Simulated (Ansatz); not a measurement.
# Ti2C: response to biaxial strain in the a-b plane

One table from this session's results is given with a row withheld; the runs are named, their logs left out.

Method: DFT r2SCAN, scalar-relativistic, plane waves, PAW, in Ansatz 0.2.0.

**The system as given**

Symmetry: Fd-3m, No. 227, cubic system. Conventional cell: a = 8.625 Å, b = 8.625 Å, c = 8.625 Å, α = 90.00°, β = 90.00°, γ = 90.00°. Ti (site symmetry 3m) is surrounded by 3 C at 2.11 Å. C (site symmetry -3m) is surrounded by 6 Ti at 2.11 Å.

As a file:

```cif
data_structure
_symmetry_space_group_name_H-M 'P 1'
_symmetry_Int_Tables_number 1
_cell_length_a 6.0988
_cell_length_b 6.0988
_cell_length_c 6.0988
_cell_angle_alpha 60.000
_cell_angle_beta 60.000
_cell_angle_gamma 60.000
_cell_volume 160.40
loop_
_atom_site_label
_atom_site_type_symbol
_atom_site_fract_x
_atom_site_fract_y
_atom_site_fract_z
_atom_site_occupancy
Ti1 Ti 0.85681 0.38106 0.38106 1
Ti2 Ti 0.38106 0.38106 0.38106 1
Ti3 Ti 0.38106 0.38106 0.85681 1
Ti4 Ti 0.86894 0.39319 0.86894 1
Ti5 Ti 0.86894 0.86894 0.86894 1
Ti6 Ti 0.39319 0.86894 0.86894 1
Ti7 Ti 0.86894 0.86894 0.39319 1
Ti8 Ti 0.38106 0.85681 0.38106 1
C1 C 0.62500 0.62500 0.62500 1
C2 C 0.12500 0.62500 0.62500 1
C3 C 0.62500 0.62500 0.12500 1
C4 C 0.62500 0.12500 0.62500 1
```

Source of the structure: the Materials Project (structure only).

The first run:

(A quick probe on a coarse mesh, which set the mesh and smearing, is not shown.)

Input file input.yaml:

```yaml
crystal:
  lattice:
    - [0.0, 4.3124976225, 4.3124976225]
    - [4.3124976225, 0.0, 4.3124976225]
    - [4.3124976225, 4.3124976225, 0.0]
  atoms:
    - { symbol: Ti, position: [0.85681086, 0.38106305, 0.38106305] }
    - { symbol: Ti, position: [0.38106305, 0.38106305, 0.38106305] }
    - { symbol: Ti, position: [0.38106305, 0.38106305, 0.85681086] }
    - { symbol: Ti, position: [0.86893695, 0.39318914, 0.86893695] }
    - { symbol: Ti, position: [0.86893695, 0.86893695, 0.86893695] }
    - { symbol: Ti, position: [0.39318914, 0.86893695, 0.86893695] }
    - { symbol: Ti, position: [0.86893695, 0.86893695, 0.39318914] }
    - { symbol: Ti, position: [0.38106305, 0.85681086, 0.38106305] }
    - { symbol: C, position: [0.625, 0.625, 0.625] }
    - { symbol: C, position: [0.125, 0.625, 0.625] }
    - { symbol: C, position: [0.625, 0.625, 0.125] }
    - { symbol: C, position: [0.625, 0.125, 0.625] }
basis:
  ecutwfc: 500
kpoints:
  mp_grid: { grid: [8, 8, 8] }
hamiltonian:
  xc: r2scan
scf:
  occupations: { method: gaussian, width: 0.1 }
output:
  forces: true
  stress: true
  eigenvalues: true
relax:
  adjacent_minimum: "off"
  f_tol: 0.005
  max_steps: 80
  cell: { stress_tol: 0.05 }
```

Command:

```sh
ansatz run input.yaml --threads 2 --pin off --max-ram 5120MiB --backend cpu --events-out ev --progress --plain --runs-dir out
```

Among the steps run: Full relaxation; The unstrained reference; At -1.5 %; The cell strained by +1.5 %; At -3.0 %; Strain +3.0 %.

One table of the session follows, with a row left open; its other results are not shown here.

Lengths are those of the vectors of the cell that was run; stresses in GPa:

```
strain (%)  ΔE (meV/atom)  a (Å)  b (Å)
      -3.0           28.7  5.913  5.913
      -1.5            6.9  6.004  6.004
      +0.0            0.0  6.095  6.095
      +1.5              ?      ?      ?
      +3.0           24.5  6.278  6.278
```

**Question.** Estimate the row for strain (%) = +1.5.

Worked estimate for «ΔE (meV/atom)». A straight line through the neighbours (0.0, 0.0) and (3.0, 24.5) gives 0.0 + (24.5 − 0.0) × (1.5 − 0.0) / (3.0 − 0.0) = 12.2; a parabola fitted to 3 rows on both sides gives 5.9.

**Answer.** ΔE (meV/atom): 6.4; a (Å): 6.187; b (Å): 6.187. In «ΔE (meV/atom)» the line misses by +5.8 and the parabola by -0.5.

ΔE is over the unstrained cell. Stress in GPa, positive in compression, on the Cartesian axes of the input. 
